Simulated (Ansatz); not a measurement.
**ClF2HOSn: small, medium and large basis sets**

One table from this session's results is given with a row withheld; the runs are named, their logs left out.

The runs use Ansatz 0.2.0, Gaussian basis; one geometry, several basis sets.

The runs, in order: PBE0-D4/def2-SVP; ωB97M-V/def2-SVP; PBE0-D4/def2-QZVPP; ωB97M-V/def2-QZVPP; the functionals' def2-TZVPP values are taken from earlier runs.

## The geometry

The geometry comes from an earlier relaxation with PBE0-D4 in a triple-zeta def2 set; it is a stationary point. Sn takes the def2 core potential; no spin-orbit term is included.

SMILES `[OH][Sn]([F])([F])[Cl]`, 6 atoms, charge 0, spin multiplicity 1.

Atoms are counted from 1 here; the program's logs count them from 0.

Bond lengths: O1–Sn2 1.923 Å, O1–H6 0.962 Å, Sn2–F3 1.884 Å, Sn2–F4 1.892 Å, Sn2–Cl5 2.279 Å. Angles: Sn2–O1–H6 113.6°, O1–Sn2–F3 106.5°, O1–Sn2–F4 110.4°, O1–Sn2–Cl5 114.9°, F3–Sn2–F4 106.2°, F3–Sn2–Cl5 110.3°, F4–Sn2–Cl5 108.2°.

Set-up of the first run:

in.yaml

```yaml
crystal:
  periodic: [false, false, false]
  atoms:
    - {symbol: O, position_ang: [-0.463970, 0.283943, 1.476328]}
    - {symbol: Sn, position_ang: [0.252438, -0.175662, -0.247544]}
    - {symbol: F, position_ang: [1.982484, -0.856486, 0.056670]}
    - {symbol: F, position_ang: [-0.743292, -1.587067, -1.019748]}
    - {symbol: Cl, position_ang: [0.329429, 1.540625, -1.744409]}
    - {symbol: H, position_ang: [-1.314990, 0.730647, 1.432505]}
basis:
  gaussian: {orbitals: def2-SVP}
hamiltonian: {xc: pbe0, dispersion: d4}
output: {orbitals: {seedname: orbitals}}
```

Steps of the session up to this table: PBE0-D4 in def2-SVP; ωB97M-V in def2-SVP; PBE0-D4 in def2-QZVPP; ωB97M-V in def2-QZVPP.

One table of the session follows, with a row left open; its other results are not shown here.

| functional | basis | HOMO (eV) | LUMO (eV) |
| --- | --- | --- | --- |
| PBE0-D4 | def2-SVP | -9.89 | -2.71 |
| PBE0-D4 | def2-TZVPP | -10.09 | -2.90 |
| PBE0-D4 | def2-QZVPP | -10.11 | -2.93 |
| ωB97M-V | def2-SVP | -12.19 | -0.52 |
| ωB97M-V | def2-TZVPP | -12.43 | -0.79 |
| ωB97M-V | def2-QZVPP | ? | ? |

Estimate the missing values for ωB97M-V, def2-QZVPP.

The run gave: HOMO (eV): -12.46; LUMO (eV): -0.91. In the column «HOMO (eV)» it is the lowest.
